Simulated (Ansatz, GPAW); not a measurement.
SrO: PBE in single-zeta orbitals, run from Python

These are simulated results from GPAW 26.7.0, not measurements. The cell began as a measured structure and was relaxed with r2SCAN in plane waves (Ansatz 0.2.0). All runs are without spin polarisation.

Space group Fm-3m (No. 225), cubic; a = 5.160 Å in the conventional setting, 17.17 Å³ an atom. Around Sr lie 6 O at 2.58 Å; around O lie 6 Sr at 2.58 Å.

The basis is minimal: single zeta, one radial function for each shell that the log's basis lists. It describes the filled bands fairly and the empty ones poorly.

The script, run.py:

```python
import json
from ase import Atoms
from gpaw import GPAW, PW, FermiDirac

atoms = Atoms(['Sr', 'O'],
              cell=[[0.0, 2.57989272, 2.57989272], [2.57989272, 0.0, 2.57989272], [2.57989272, 2.57989272, 0.0]],
              scaled_positions=[[0.5, 0.5, 0.5], [0.0, 0.0, 0.0]],
              pbc=True)
calc = GPAW(mode='lcao', basis='sz(dzp)', h=0.2, xc='PBE', kpts={'size': (6, 6, 6), 'gamma': True},
            occupations=FermiDirac(0.02), maxiter=100, legacy_gpaw=True, txt='gpaw.txt')
atoms.calc = calc
res = {'energy': atoms.get_potential_energy(force_consistent=True)}
res['electrons'] = calc.get_number_of_electrons()
res['k'] = calc.get_ibz_k_points().tolist()
res['levels'] = [calc.get_eigenvalues(kpt=i).tolist() for i in range(len(res['k']))]
points = [[0.0, 0.0, 0.0], [0.5, 0.0, 0.5], [0.625, 0.25, 0.625], [0.375, 0.375, 0.75], [0.5, 0.5, 0.5], [0.5, 0.25, 0.75], [0.0, 0.5, 0.5]]
bands = calc.fixed_density(kpts=points, symmetry='off', txt='bands.txt')
res['points'] = [bands.get_eigenvalues(kpt=i).tolist() for i in range(len(points))]
json.dump(res, open('results.json', 'w'))
print('free energy (eV):', round(res['energy'], 5))
```

Command: `python run.py`. It took 100 s on 1 thread of Arm Neoverse N1, on a shared host, peak memory 0.16 GiB.

The log gpaw.txt, trimmed of paths, versions and times, then the last line on the terminal. An iter line gives the energy in eV and the logarithms of the changes of orbitals (plane waves alone) and density (c: converged):

```
___ ___ ___ _ _ _
 |   |   |_  | | | |

 | | | | | . | | | |

 |__ |  _|___|_____|  26.7.0
 |___|_|

Input parameters:
  basis: sz(dzp)
  h: 0.2
  kpts: {gamma: True,
         size: (6, 6, 6)}
  maxiter: 100
  mode: lcao
  occupations: {fixmagmom: False,
                name: fermi-dirac,
                width: 0.02}
  xc: PBE

System changes: positions, numbers, cell, pbc, initial_charges, initial_magmoms

Initialize ...

species:
  Sr:
    name:    Strontium
    Z:       38.0
    valence: 10
    core:    28
    charge:  0.0  # [|e|]
    compensation charges:
      type: gauss
      rc: 0.40  # [Å]
      lmax: 2
    cutoffs:
      filter: 2.39  # [Å]
      core: 1.85  # [Å]
    projectors
    | kind |    occ | energy [eV] | rcut [Å] |

    |------|--------|-------------|----------|

    |   4s |  2.000 |     -40.883 |    1.291 |

    |   5s |  2.000 |      -3.525 |    1.291 |

    |   4p |  6.000 |     -22.826 |    1.291 |

    |    p |        |       4.386 |    1.291 |

    |    d |        |       0.000 |    1.254 |

    LCAO basis set for Sr:
      Name: sz(dzp)
      Number of radial functions: 5
      Number of spherical harmonics: 13
        l=0, rc=4.2969 Bohr: 4s-sz confined orbital
        l=0, rc=11.4688 Bohr: 5s-sz confined orbital
        l=1, rc=5.0781 Bohr: 4p-sz confined orbital
        l=1, rc=14.8281 Bohr: 5p-sz confined orbital
        l=2, rc=11.1875 Bohr: 4d-sz confined orbital
      Number of RI-basis functions 0

  O:
    name:    Oxygen
    Z:       8.0
    valence: 6
    core:    2
    charge:  0.0  # [|e|]
    compensation charges:
      type: gauss
      rc: 0.21  # [Å]
      lmax: 2
    cutoffs:
      filter: 1.17  # [Å]
      core: 0.83  # [Å]
    projectors
    | kind |    occ | energy [eV] | rcut [Å] |

    |------|--------|-------------|----------|

    |   2s |  2.000 |     -23.961 |    0.688 |

    |   2p |  4.000 |      -9.029 |    0.598 |

    |    s |        |       3.251 |    0.688 |

    |    p |        |      18.182 |    0.598 |

    |    d |        |       0.000 |    0.619 |

    LCAO basis set for O:
      Name: sz(dzp)
      Number of radial functions: 2
      Number of spherical harmonics: 4
        l=0, rc=4.3438 Bohr: 2s-sz confined orbital
        l=1, rc=5.3906 Bohr: 2p-sz confined orbital
      Number of RI-basis functions 0

Reference energy: -88537.622309  # eV

Spin-paired calculation

Convergence criteria:
 Maximum [total energy] change in last 3 cyles: 0.0005 eV / valence electron
 Maximum integral of absolute [dens]ity change: 0.0001 electrons / valence electron
 Maximum integral of absolute [eigenst]ate change: 4e-08 eV^2 / valence electron
 Maximum number of scf [iter]ations: 100
 (Square brackets indicate name in SCF output, whereas a 'c' in
 the SCF output indicates the quantity has converged.)

Symmetries present (total): 48

  ( 1  0  0)  ( 1  0  0)  ( 1  0  0)  ( 1  0  0)  ( 1  0 -1)  ( 1  0 -1)
  ( 1  0 -1)  ( 1 -1  0)  ( 0  1  0)  ( 0  0  1)  ( 1  0  0)  ( 1 -1  0)
  ( 1 -1  0)  ( 1  0 -1)  ( 0  0  1)  ( 0  1  0)  ( 1 -1  0)  ( 1  0  0)

  ( 1  0 -1)  ( 1  0 -1)  ( 1 -1  0)  ( 1 -1  0)  ( 1 -1  0)  ( 1 -1  0)
  ( 0  1 -1)  ( 0  0 -1)  ( 1  0  0)  ( 1  0 -1)  ( 0 -1  1)  ( 0 -1  0)
  ( 0  0 -1)  ( 0  1 -1)  ( 1  0 -1)  ( 1  0  0)  ( 0 -1  0)  ( 0 -1  1)

  ( 0  1  0)  ( 0  1  0)  ( 0  1  0)  ( 0  1  0)  ( 0  1 -1)  ( 0  1 -1)
  ( 1  0  0)  ( 0  1 -1)  ( 0  0  1)  (-1  1  0)  ( 1  0 -1)  ( 0  1  0)
  ( 0  0  1)  (-1  1  0)  ( 1  0  0)  ( 0  1 -1)  ( 0  0 -1)  (-1  1  0)

  ( 0  1 -1)  ( 0  1 -1)  ( 0  0  1)  ( 0  0  1)  ( 0  0  1)  ( 0  0  1)
  ( 0  0 -1)  (-1  1  0)  ( 1  0  0)  ( 0  1  0)  ( 0 -1  1)  (-1  0  1)
  ( 1  0 -1)  ( 0  1  0)  ( 0  1  0)  ( 1  0  0)  (-1  0  1)  ( 0 -1  1)

  ( 0  0 -1)  ( 0  0 -1)  ( 0  0 -1)  ( 0  0 -1)  ( 0 -1  1)  ( 0 -1  1)
  ( 1  0 -1)  ( 0  1 -1)  ( 0 -1  0)  (-1  0  0)  ( 1 -1  0)  ( 0  0  1)
  ( 0  1 -1)  ( 1  0 -1)  (-1  0  0)  ( 0 -1  0)  ( 0 -1  0)  (-1  0  1)

  ( 0 -1  1)  ( 0 -1  1)  ( 0 -1  0)  ( 0 -1  0)  ( 0 -1  0)  ( 0 -1  0)
  ( 0 -1  0)  (-1  0  1)  ( 1 -1  0)  ( 0  0 -1)  ( 0 -1  1)  (-1  0  0)
  ( 1 -1  0)  ( 0  0  1)  ( 0 -1  1)  (-1  0  0)  ( 1 -1  0)  ( 0  0 -1)

  (-1  1  0)  (-1  1  0)  (-1  1  0)  (-1  1  0)  (-1  0  1)  (-1  0  1)
  ( 0  1  0)  ( 0  1 -1)  (-1  0  1)  (-1  0  0)  ( 0  0  1)  ( 0 -1  1)
  ( 0  1 -1)  ( 0  1  0)  (-1  0  0)  (-1  0  1)  ( 0 -1  1)  ( 0  0  1)

  (-1  0  1)  (-1  0  1)  (-1  0  0)  (-1  0  0)  (-1  0  0)  (-1  0  0)
  (-1  1  0)  (-1  0  0)  ( 0  0 -1)  ( 0 -1  0)  (-1  1  0)  (-1  0  1)
  (-1  0  0)  (-1  1  0)  ( 0 -1  0)  ( 0  0 -1)  (-1  0  1)  (-1  1  0)

216 k-points: 6 x 6 x 6 Monkhorst-Pack grid + [1/12,1/12,1/12]
16 k-points in the irreducible part of the Brillouin zone
       k-points in crystal coordinates                weights
   0:     0.00000000    0.00000000    0.00000000          1/216
   1:     0.16666667    0.16666667    0.00000000          6/216
   2:     0.16666667    0.16666667    0.16666667          8/216
   3:     0.33333333    0.16666667    0.16666667         12/216
   4:     0.33333333    0.33333333   -0.33333333         12/216
   5:     0.33333333    0.33333333    0.00000000          6/216
   6:     0.33333333    0.33333333    0.16666667         24/216
   7:     0.33333333    0.33333333    0.33333333          8/216
   8:     0.50000000    0.33333333   -0.33333333         24/216
   9:     0.50000000    0.33333333   -0.16666667         12/216
          ...
  15:     0.50000000    0.50000000    0.50000000          4/216

Wave functions: LCAO
  Diagonalizer: Serial LAPACK
  Atomic Correction: dense with blas
  Data-type: complex

Occupation numbers: Fermi-Dirac:
  width: 0.0200  # eV

Eigensolver
   LCAO using direct dense diagonalizer

Densities:
  Coarse grid: 16*16*16 grid
  Fine grid: 32*32*32 grid
  Total Charge: 0.000000

Density mixing:
  Method: separate
  Backend: msr1
  Linear mixing parameter: 0.05
  old densities: 10
  Width of damping distribution: 1.1
  Damping of long wavelength oscillations: 20

Hamiltonian:
  XC and Coulomb potentials evaluated on a 32*32*32 grid
  Using the PBE Exchange-Correlation functional
  Interpolation: tri-quintic (5. degree polynomial)
  Poisson solver: FastPoissonSolver using
    Stencil: 12*3+1=37 point O(h^6) finite-difference Laplacian
    FFT axes: [np.int64(0), np.int64(1), np.int64(2)]
    FST axes: []

XC parameters: PBE with 2 nearest neighbor stencil

Memory estimate:
  Process memory now: 111.18 MiB
  Calculator: 19.00 MiB
    Density: 6.90 MiB
      Arrays: 0.81 MiB
      Localized functions: 5.47 MiB
      Mixer: 0.62 MiB
    Hamiltonian: 1.00 MiB
      Arrays: 0.53 MiB
      XC: 0.00 MiB
      Poisson: 0.00 MiB
      vbar: 0.47 MiB
    Wavefunctions: 11.09 MiB
      C [qnM]: 0.04 MiB
      S, T [2 x qmm]: 0.14 MiB
      P [aqMi]: 0.01 MiB
      BasisFunctions: 10.91 MiB
      Eigensolver: 0.00 MiB

Total number of cores used: 1

Number of atoms: 2
Number of atomic orbitals: 17
Number of bands in calculation: 9
Number of valence electrons: 16
Bands to converge: occupied
Positions:
   0 Sr     2.579893    2.579893    2.579893    ( 0.0000,  0.0000,  0.0000)
   1 O      0.000000    0.000000    0.000000    ( 0.0000,  0.0000,  0.0000)

Unit cell:
           periodic     x           y           z      points  spacing
  1. axis:    yes    0.000000    2.579893    2.579893    16     0.1862
  2. axis:    yes    2.579893    0.000000    2.579893    16     0.1862
  3. axis:    yes    2.579893    2.579893    0.000000    16     0.1862

  Lengths:   3.648519   3.648519   3.648519
  Angles:   60.000000  60.000000  60.000000

Effective grid spacing dv^(1/3) = 0.2032

iter:   1   -12.580254        c
iter:   2   -12.118932        c -0.99
iter:   3   -11.114829        c -1.05
iter:   4   -11.100692        c -1.57
iter:   5   -11.110099        c -1.71
iter:   6   -11.108413        c -2.52
iter:   7   -11.108352c       c -3.06
iter:   8   -11.108322c       c -3.33
iter:   9   -11.108322c       c -4.39c

Converged after 9 iterations.

Energy contributions relative to reference atoms: (reference = -88537.622309)

Kinetic:        +22.806158
Potential:      -19.159266
External:        +0.000000
XC:             -15.229996
Entropy (-ST):   -0.000000
Local:           +0.474781
SIC:             +0.000000
--------------------------
Free energy:    -11.108322
Extrapolated:   -11.108322

Showing only first 2 kpts
 Kpt  Band  Eigenvalues  Occupancy
  0     6      5.33925    2.00000
  0     7      5.37438    2.00000
  0     8      9.23654    0.00000

  1     6      5.21636    2.00000
  1     7      5.23903    2.00000
  1     8     10.30461    0.00000

Fermi level: 6.08617

Gap: 2.985 eV
Transition (v -> c):
  (s=0, k=0, n=7, [0.00, 0.00, 0.00]) -> (s=0, k=12, n=8, [0.50, 0.50, 0.00])
Direct/indirect transitions are different
Direct gap: 3.169 eV
Transition at: (s=0, k=12, n=7, [0.50, 0.50, 0.00])

free energy (eV): -11.10832
```

The gap in the log is over the mesh alone; results.json adds the listed points. PBE in single-zeta orbitals gives a gap of 2.98 eV. On the same cell, plane-wave PBE (Ansatz, 8×8×8 k points and the special points) gives a gap of 3.32 eV and r2SCAN a gap of 3.80 eV; on shared hosts these took about 2 and 5.3 core-seconds on the 2-atom cell, against 100 for the script. Semilocal gaps usually lie below measured ones.
